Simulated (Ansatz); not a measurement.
# GeCN2 (R-3m) in Ansatz: notebook

One crystal, GeCN2, is run at these levels: r2SCAN, PBE; tasks: single point, equation of state, Born charges and dielectric tensor.

All numbers are computed with Ansatz 0.2.0; they aren't measurements. Logs are shortened: lines on timing, memory, paths and dates and some standing lists are left out, and cuts for length are marked.

### 1 Starting point

Symmetry: R-3m, No. 166, trigonal system. Conventional cell: a = 3.588 Å, b = 3.588 Å, c = 14.766 Å, α = 90.00°, β = 90.00°, γ = 120.00°. Ge (site symmetry -3m) has 6 N at 2.40 Å as nearest neighbours. Around N (site symmetry 3m) lie 1 C at 1.24 Å. Around C (site symmetry -3m) lie 2 N at 1.24 Å.

The cell comes from a database or a generator and needn't be the stable form of this composition.

### 2 Single point, r2SCAN, 12.89 Å³/atom (volume scaled by 0.94)

input.yaml

```yaml
crystal:
  lattice:
    - [1.7571721281, 1.0145038012, 4.821480913]
    - [-1.7571721281, 1.0145038012, 4.821480913]
    - [0.0, -2.0290076023, 4.821480913]
  atoms:
    - { symbol: Ge, position: [0.0, 0.0, 0.0] }
    - { symbol: "N", position: [0.5839044, 0.5839044, 0.5839044] }
    - { symbol: "N", position: [0.4160956, 0.4160956, 0.4160956] }
    - { symbol: C, position: [0.5, 0.5, 0.5] }
hamiltonian:
  xc: r2scan
  pseudopotentials: { kind: paw }
kpoints:
  mp_grid: { grid: [9, 9, 9] }
scf:
  occupations: { method: fermi_dirac, width: 0.05 }
output:
  forces: true
  stress: true
  eigenvalues: true
```

Potentials or basis: Ansatz PAW.

Started as:

```
$ ansatz run input.yaml --threads 2 --pin off --max-ram 5632MiB --backend cpu --events-out ev --progress --plain --runs-dir out
```

Log:

```text
Warning: RAYON_NUM_THREADS=2 ignored (pool sized by the plan → 2); use --threads N
basis.fft_grid_basis auto: the FFT boxes are laid along the combinations [[1, 0, -1], [0, 1, -1], [0, 0, 1]] of the cell's own vectors, 3.514, 3.514 and 5.231 Å long. The dense box has 27×27×40 points. Along the cell's own vectors, as sized, it would have 40×40×40, 2.19 times as many. Of the 12 symmetry operations that the crystal satisfies within crystal.symmetry.tolerance (time reversal apart; of a slab, those that keep its plane) the dense box along the cell's own vectors carries 12, and the one as laid loses 8 of those. basis.fft_grid_basis: typed keeps the cell's own vectors: state it where this run's energies or levels are differenced outside the engine with another run's, or held beside a run that keeps those vectors.
Engine: ansatz 0.2.0, x86_64-unknown-linux-gnu
Pseudopotentials: kind: paw
Pseudopotential: Ge, paw, valence charge 14, recommended cutoff 500 eV (meta_gga), Ge.paw.azcp
Pseudopotential: N, paw, valence charge 5, recommended cutoff 500 eV (meta_gga), N.paw.azcp
Pseudopotential: C, paw, valence charge 4, recommended cutoff 500 eV (meta_gga), C.paw.azcp
Functional definition: r2SCAN
  parameter k0 = 0.174
  parameter k1 = 0.065
  parameter a1 = 4.9479
  exchange = r2scan_x(k0 = k0, k1 = k1, a1 = a1)
  correlation = r2scan_c
Crystal: 4 atoms, lattice volume = 51.570 Å³
Basis set: ecut = 500 eV, 1307 PW (Γ), FFT grids on a1−a3, a2−a3, a3, exchange–correlation on 108×108×160 points (64 copies of the dense FFT grid, shifted against one another)
Bands: 18, of which v1, the nominal top of the filled ones, is band 14 counted from 1 (13 counted from 0)
Symmetry: 12 space group operations
Space group: R-3m (ITA 166), of the structure as read, at distance tolerance 3.7e-5 Å
k-points: 85 of 729
Non-local potential: Ge, projectors of the file, l = 0: 2, l = 1: 2, l = 2: 3, l = 3: 1
Non-local potential: N, projectors of the file, l = 0: 2, l = 1: 2, l = 2: 1
Non-local potential: C, projectors of the file, l = 0: 2, l = 1: 2, l = 2: 1
PAW form: soft (Blöchl's): semilocal exchange-correlation on the pseudo side does not see the compensation charge
PAW frozen core: Ge, regenerated for the run's functional (the file was generated under x = pbe(κ = 0.804, μ = 0.2195149727645171), c = pbe(β = 0.06672455060314922))
PAW frozen core: N, regenerated for the run's functional (the file was generated under x = pbe(κ = 0.804, μ = 0.2195149727645171), c = pbe(β = 0.06672455060314922))
PAW frozen core: C, regenerated for the run's functional (the file was generated under x = pbe(κ = 0.804, μ = 0.2195149727645171), c = pbe(β = 0.06672455060314922))
PAW one-centre angular grid: Ge, 590 points (default); XC on 160 Gauss nodes
PAW one-centre angular grid: N, 302 points (default); XC on 160 Gauss nodes
PAW one-centre angular grid: C, 302 points (default); XC on 239 of its mesh's 2573 points in the sphere
Initial density: superposition of atomic densities (neutral atoms: chi_scale 0, normalization atom), corrected by the library's trained network
Initial wavefunctions: pseudopotential atomic-orbital guess
Functional: x = r2scan, c = r2scan; τ floored in thin density (d = 2e-4 eV/Å³)
SCF iter   1: F=—  HF=-5322.596067 eV  |F-HF|=—  |Δ(HF+E_count)|=         —  Δρ=8.96e-3  dr2=3.21e-2  dr2_τ=5.05e-1  ethr=1.77e-3  ⟨swp⟩=5.9  Hψ=7556  notcnv=0
preconditioner: auto → none  [insulator: Δε(μ)=0.999 eV  Ē_g=19.248 eV  σ=0.050 eV  W_gap=1.00  n_scr=14 (ndim 8)  ℏωp=27.4 eV  f_vac=0.071  D(μ)=0.00/eV (n_scr^D=0)  ε∞_Penn≈3.0]
SCF iter   2: F=—  HF=-5322.627819 eV  |F-HF|=—  |Δ(HF+E_count)|=   3.18e-2  Δρ=3.50e-3  dr2=9.45e-3  dr2_τ=1.41e-3  ethr=1.15e-4  ⟨swp⟩=2.0  Hψ=3740  notcnv=0
SCF iter   3: F=—  HF=-5322.624977 eV  |F-HF|=—  |Δ(HF+E_count)|=   2.84e-3  Δρ=2.22e-3  dr2=1.09e-3  dr2_τ=6.13e-5  ethr=3.38e-5  ⟨swp⟩=2.0  Hψ=2417  notcnv=0
SCF iter   4: F=—  HF=-5322.624581 eV  |F-HF|=—  |Δ(HF+E_count)|=   3.97e-4  Δρ=8.63e-4  dr2=2.71e-4  dr2_τ=4.03e-5  ethr=3.88e-6  ⟨swp⟩=2.0  Hψ=2295  notcnv=0
SCF iter   5: F=—  HF=-5322.624488 eV  |F-HF|=—  |Δ(HF+E_count)|=   9.28e-5  Δρ=1.99e-4  dr2=1.25e-5  dr2_τ=9.99e-7  ethr=9.69e-7  ⟨swp⟩=2.0  Hψ=2284  notcnv=0
SCF iter   6: F=—  HF=-5322.624484 eV  |F-HF|=—  |Δ(HF+E_count)|=   3.91e-6  Δρ=5.69e-5  dr2=7.76e-7  dr2_τ=1.06e-7  ethr=4.45e-8  ⟨swp⟩=2.0  Hψ=2720  notcnv=0
SCF iter   7: F=—  HF=-5322.624484 eV  |F-HF|=—  |Δ(HF+E_count)|=   3.07e-8  Δρ=2.94e-5  dr2=4.02e-7  dr2_τ=2.80e-8  ethr=3.57e-10  ⟨swp⟩=6.6  Hψ=7095  notcnv=0
SCF iter   8: F=-5322.624484 eV  HF=-5322.624484 eV  |F-HF|=7.64e-11  |Δ(HF+E_count)|=   1.50e-7  Δρ=4.07e-6  dr2=4.02e-9  dr2_τ=3.18e-10  ethr=3.57e-10  ⟨swp⟩=3.0  Hψ=6369  notcnv=0
SCF 1 converged in 8 iterations: F = -5322.624484 eV  dr2 = 4.02e-9
SCF converged after 8 iterations
Free energy (F): -5322.624484 eV
Harris-Foulkes:  -5322.624484 eV  (|F-HF|=7.64e-11)
Internal energy: -5322.624483 eV  (E = F + TS)
E sigma→0 (E₀):  -5322.624484 eV
Entropy (-TS):   -0.000000 eV (-0.000 meV/atom)
Fermi energy:    7.543176 eV
--- Per-component energies (eV) ---
  E_band       = -220.974031
  E_kinetic    = 460.172356
  E_local      = -3143.186587  (includes V_loc(G=0)·N_el)
  E_nonlocal   = 533.055884
  E_hartree    = 1283.696012
  E_xc         = -232.923838
  E_vxc        = -299.921596  (∫ρ·V_xc dr)
  E_paw        = -2384.935166  (= ΣΔE_a)
  E_vpaw       = -356.694064  (= ΣTr[D̂ρ^β])
  E_aug_tail   = 0.000055  (compensation charges beyond the density's cutoff)
  E_vtau       = 18.210274  (kinetic-family band-sum trace: ∫τ·v_τ [+ j·A + Jᵃ·Aᵃ] dr)
  E_ewald      = -1837.333531
  E_core_change = -1.169669  (= ΣΔE_core)
  E_smearing   = -0.000000  (= −TS)
  E_closure    = -0.000000  (closes the sum)
  Σ components = -5322.624484   (vs F -5322.624484, Δ=0.00e0)
--- Forces (eV/Å), atoms counted from 1 ---
  atom   1  Ge     0.00000000     0.00000000    -0.00000000
  atom   2  N     -0.00000000     0.00000000     1.37221227
  atom   3  N      0.00000000    -0.00000000    -1.37221227
  atom   4  C      0.00000000    -0.00000000    -0.00000000
  max |Σ_I F_I| component: 3.70e-17 eV/Å
--- Stress (GPa, compression-positive) ---
        1.626495       0.000000       0.000000
        0.000000       1.626495       0.000000
        0.000000       0.000000      13.714133
  P = ⅓ Tr σ = 5.6557 GPa (56.557 kbar)
--- Band table (eV; the first three rows and the last of 85) ---
  k-point 0: bands = ["-18.5880", "-18.5880", "-18.5829", "-18.5704", "-18.5704", "-14.1261", "-11.7779", "-4.7354", "0.7414", "0.9794", "0.9794", "4.5600", "4.5600", "4.9542", "9.6158", "10.4617", "10.4617", "12.2140"]
  k-point 1: bands = ["-18.5900", "-18.5856", "-18.5813", "-18.5724", "-18.5707", "-14.0819", "-11.7599", "-4.6142", "0.6245", "0.7697", "0.9544", "4.1670", "4.3579", "4.9127", "9.8322", "10.3259", "10.7208", "12.9776"]
  k-point 2: bands = ["-18.5961", "-18.5799", "-18.5780", "-18.5752", "-18.5711", "-13.9671", "-11.7140", "-4.2622", "-0.1457", "0.7682", "0.8962", "3.3696", "3.9007", "4.5833", "9.7974", "11.1541", "11.3439", "13.5281"]
  k-point 84: bands = ["-18.5903", "-18.5857", "-18.5809", "-18.5726", "-18.5707", "-13.8775", "-12.1576", "-3.7071", "-0.5272", "0.6633", "0.9241", "3.7966", "4.3982", "6.4933", "8.3537", "11.0319", "11.5386", "12.9139"]
```

It took 8.6 s on 2 threads of Intel Xeon at 2.70GHz, shared host; peak memory 0.54 GiB.

Results:

```
Free energy            : -5322.6245 eV
Pressure               : 5.7 GPa
Largest force          : 1.372 eV/Å
Band gap on the k mesh : 1.04 eV, indirect (least direct gap 1.86 eV)
```

Caveat: odd divisions of the mesh miss points on the zone boundary, where band edges often lie, so the gap on the mesh can be too wide; the PAW data sets come from PBE, with cores solved anew for the run's functional, which leaves a small shift of forces and pressure; forces of over 1 eV/Å show positions far from the minimum, so gaps and moduli don't describe the material at rest.

### 3 Single point, r2SCAN, 13.17 Å³/atom (volume scaled by 0.96)

input.yaml, as its differences from that of step 2:

```diff
@@ -2,5 +2,5 @@
   lattice:
-    - [1.7571721281, 1.0145038012, 4.821480913]
-    - [-1.7571721281, 1.0145038012, 4.821480913]
-    - [0.0, -2.0290076023, 4.821480913]
+    - [1.7695469874, 1.0216484295, 4.8554361226]
+    - [-1.7695469874, 1.0216484295, 4.8554361226]
+    - [0.0, -2.043296859, 4.8554361226]
   atoms:
@@ -21 +21,5 @@
   eigenvalues: true
+  write_density: true
+  write_potential: true
+  elf: true
+  volumetric_format: npy
```

Potentials or basis: Ansatz PAW.

Started as:

```
$ ansatz run input.yaml --threads 2 --pin off --max-ram 5632MiB --backend cpu --events-out ev --progress --plain --runs-dir out
```

Run time: 9.4 s. Hardware: 2 threads of Intel Xeon at 2.70GHz, shared host; peak memory 0.55 GiB.

It converged, with:

- Free energy: -5322.6519 eV
- Pressure: 2.4 GPa
- Largest force: 0.704 eV/Å
- Band gap on the k mesh: 1.10 eV, indirect (least direct gap 1.96 eV)

Caveat: odd divisions of the mesh miss points on the zone boundary, where band edges often lie, so the gap on the mesh can be too wide; the PAW data sets come from PBE, with cores solved anew for the run's functional, which leaves a small shift of forces and pressure.

### 4 Single point, r2SCAN, 13.44 Å³/atom (volume scaled by 0.98)

input.yaml, as its differences from that of step 3:

```diff
@@ -2,5 +2,5 @@
   lattice:
-    - [1.7695469874, 1.0216484295, 4.8554361226]
-    - [-1.7695469874, 1.0216484295, 4.8554361226]
-    - [0.0, -2.043296859, 4.8554361226]
+    - [1.7817511454, 1.0286945034, 4.8889229472]
+    - [-1.7817511454, 1.0286945034, 4.8889229472]
+    - [0.0, -2.0573890068, 4.8889229472]
   atoms:
@@ -21,5 +21 @@
   eigenvalues: true
-  write_density: true
-  write_potential: true
-  elf: true
-  volumetric_format: npy
```

Started as:

```
$ ansatz run input.yaml --threads 2 --pin off --max-ram 5632MiB --backend cpu --events-out ev --progress --plain --runs-dir out
```

Run time: 7.4 s. Hardware: 2 threads of Intel Xeon at 2.70GHz, shared host; peak memory 0.55 GiB.

Results (log left out):

```
Free energy            : -5322.6580 eV
Pressure               : -0.6 GPa
Largest force          : 0.081 eV/Å
Band gap on the k mesh : 1.15 eV, indirect (least direct gap 2.05 eV)
```

Caveat: odd divisions of the mesh miss points on the zone boundary, where band edges often lie, so the gap on the mesh can be too wide; the PAW data sets come from PBE, with cores solved anew for the run's functional, which leaves a small shift of forces and pressure.

### 5 Single point, r2SCAN, 13.72 Å³/atom

input.yaml, as its differences from that of step 4:

```diff
@@ -2,5 +2,5 @@
   lattice:
-    - [1.7817511454, 1.0286945034, 4.8889229472]
-    - [-1.7817511454, 1.0286945034, 4.8889229472]
-    - [0.0, -2.0573890068, 4.8889229472]
+    - [1.7937903697, 1.0356453528, 4.9219572124]
+    - [-1.7937903697, 1.0356453528, 4.9219572124]
+    - [0.0, -2.0712907056, 4.9219572124]
   atoms:
```

Started as:

```
$ ansatz run input.yaml --threads 2 --pin off --max-ram 5632MiB --backend cpu --events-out ev --progress --plain --runs-dir out
```

It took 7.3 s on 2 threads of Intel Xeon at 2.70GHz, shared host; peak memory 0.54 GiB.

The run converged. Its results:

| Property | Result |
| --- | --- |
| Free energy | -5322.6449 eV |
| Pressure | -3.2 GPa |
| Largest force | 0.501 eV/Å |
| Band gap on the k mesh | 1.20 eV, indirect (least direct gap 2.13 eV) |

Caveat: odd divisions of the mesh miss points on the zone boundary, where band edges often lie, so the gap on the mesh can be too wide; the PAW data sets come from PBE, with cores solved anew for the run's functional, which leaves a small shift of forces and pressure.

### 6 Single point, r2SCAN, 13.99 Å³/atom (volume scaled by 1.02)

input.yaml, as its differences from that of step 5:

```diff
@@ -2,5 +2,5 @@
   lattice:
-    - [1.7937903697, 1.0356453528, 4.9219572124]
-    - [-1.7937903697, 1.0356453528, 4.9219572124]
-    - [0.0, -2.0712907056, 4.9219572124]
+    - [1.8056701223, 1.0425041312, 4.9545539055]
+    - [-1.8056701223, 1.0425041312, 4.9545539055]
+    - [0.0, -2.0850082624, 4.9545539055]
   atoms:
@@ -21 +21,5 @@
   eigenvalues: true
+  write_density: true
+  write_potential: true
+  elf: true
+  volumetric_format: npy
```

Potentials or basis: Ansatz PAW.

Started as:

```
$ ansatz run input.yaml --threads 2 --pin off --max-ram 5632MiB --backend cpu --events-out ev --progress --plain --runs-dir out
```

Wall time 9.9 s (2 threads of Intel Xeon at 2.70GHz, shared host); peak memory 0.56 GiB.

It converged, with:

```
Free energy            : -5322.6143 eV
Pressure               : -5.7 GPa
Largest force          : 1.043 eV/Å
Band gap on the k mesh : 1.25 eV, indirect (least direct gap 2.20 eV)
```

Caveat: odd divisions of the mesh miss points on the zone boundary, where band edges often lie, so the gap on the mesh can be too wide; the PAW data sets come from PBE, with cores solved anew for the run's functional, which leaves a small shift of forces and pressure; forces of over 1 eV/Å show positions far from the minimum, so gaps and moduli don't describe the material at rest.

### 7 Single point, r2SCAN, 14.26 Å³/atom (volume scaled by 1.04)

input.yaml, as its differences from that of step 6:

```diff
@@ -2,5 +2,5 @@
   lattice:
-    - [1.8056701223, 1.0425041312, 4.9545539055]
-    - [-1.8056701223, 1.0425041312, 4.9545539055]
-    - [0.0, -2.0850082624, 4.9545539055]
+    - [1.8173955815, 1.0492738282, 4.9867272349]
+    - [-1.8173955815, 1.0492738282, 4.9867272349]
+    - [0.0, -2.0985476564, 4.9867272349]
   atoms:
@@ -21,5 +21 @@
   eigenvalues: true
-  write_density: true
-  write_potential: true
-  elf: true
-  volumetric_format: npy
```

Started as:

```
$ ansatz run input.yaml --threads 2 --pin off --max-ram 5632MiB --backend cpu --events-out ev --progress --plain --runs-dir out
```

It took 8.8 s on 2 threads of Intel Xeon at 2.70GHz, shared host; peak memory 0.55 GiB.

It converged, with:

```yaml
Free_energy: -5322.5679 eV
Pressure: -7.9 GPa
Largest_force: 1.549 eV/Å
Band_gap_on_the_k_mesh: 1.29 eV, indirect (least direct gap 2.26 eV)
```

Caveat: odd divisions of the mesh miss points on the zone boundary, where band edges often lie, so the gap on the mesh can be too wide; the PAW data sets come from PBE, with cores solved anew for the run's functional, which leaves a small shift of forces and pressure; forces of over 1 eV/Å show positions far from the minimum, so gaps and moduli don't describe the material at rest.

### 8 Single point, r2SCAN, 14.54 Å³/atom (volume scaled by 1.06)

input.yaml, as its differences from that of step 7:

```diff
@@ -2,5 +2,5 @@
   lattice:
-    - [1.8173955815, 1.0492738282, 4.9867272349]
-    - [-1.8173955815, 1.0492738282, 4.9867272349]
-    - [0.0, -2.0985476564, 4.9867272349]
+    - [1.8289716617, 1.0559572812, 5.0184906852]
+    - [-1.8289716617, 1.0559572812, 5.0184906852]
+    - [0.0, -2.1119145624, 5.0184906852]
   atoms:
```

Started as:

```
$ ansatz run input.yaml --threads 2 --pin off --max-ram 5632MiB --backend cpu --events-out ev --progress --plain --runs-dir out
```

Wall time 7.2 s (2 threads of Intel Xeon at 2.70GHz, shared host); peak memory 0.55 GiB.

Results (log left out):

```
Free energy            : -5322.5071 eV
Pressure               : -9.9 GPa
Largest force          : 2.021 eV/Å
Band gap on the k mesh : 1.33 eV, indirect (least direct gap 2.32 eV)
```

Caveat: odd divisions of the mesh miss points on the zone boundary, where band edges often lie, so the gap on the mesh can be too wide; the PAW data sets come from PBE, with cores solved anew for the run's functional, which leaves a small shift of forces and pressure; forces of over 1 eV/Å show positions far from the minimum, so gaps and moduli don't describe the material at rest.

### 9 Equation of state, r2SCAN

Potentials or basis: Ansatz PAW.

This step only gathers the single runs of the series.

Results:

| Item | Value |
| --- | --- |
| Equilibrium volume | 13.39 Å³/atom |
| Bulk modulus at fixed shape and positions | 140 GPa |
| Pressure derivative of the bulk modulus | 3.8 |

Energy against volume, from the lowest point:
```tsv
volume (Å³/atom)	energy (meV/atom)
12.893	8.38
13.167	1.54
13.441	0.00
13.716	3.28
13.990	10.93
14.264	22.54
14.538	37.74
```

Caveat: the cell was scaled at fixed shape and fractional positions, which overstates the stiffness of a crystal with free parameters, most of all of layers and chains; the PAW data sets were made with another functional, which shifts forces and pressure a little.

[end of part 1 of 2]
